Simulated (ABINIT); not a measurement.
# SnSe2 in ABINIT: the effect of functional

SnSe2:

```
Sn Se
1.0
     3.81100    0.00000    0.00000
    -1.90550    3.30042    0.00000
     0.00000    0.00000    6.13600
Sn Se
1 2
Direct
  0.00000 0.00000 0.00000
  0.66667 0.33333 0.75100
  0.33333 0.66667 0.24900
```

Alike in all runs:

| Quantity | Value |
| --- | --- |
| Program | ABINIT 10.8.3 (patched build) |
| Task | band structure |
| Potentials or basis | JTH PAW PBE v2.0 |
| Cutoff | 707 eV |
| k mesh | 8 × 8 × 5 |
| Occupations | fermi-dirac, width 0.05 eV |
| Spin | no spin polarisation |

```csv
functional,gap on the mesh (eV),pressure (GPa),largest force (eV/Å)
LDA,0.67,0.7,0.50
PBEsol,0.74,2.3,0.61
RPBE,0.89,7.2,0.83
BLYP,0.80,9.5,1.06
AM05,0.78,2.6,0.51
r2SCAN,?,?,?
SCAN,1.04,3.1,0.87
revPBE,0.87,6.7,0.82
PW91,0.79,5.3,0.79
WC,0.73,2.5,0.65
```

**Question.** What does the run with functional r2SCAN give?

**Answer.** gap on the mesh 1.10 eV; pressure 3.4 GPa; largest force 0.52 eV/Å.

Caveats: the PAW data sets were made with another functional, which shifts forces and pressure a little; spin-orbit coupling is left out, which moves the levels of the heavy elements; this functional lacks dispersion, which binds the layers, so the pressure and a relaxed spacing across them are unreliable (some runs).

A k mesh can miss the band edges.

Runs at the PBE level aren't shown here.
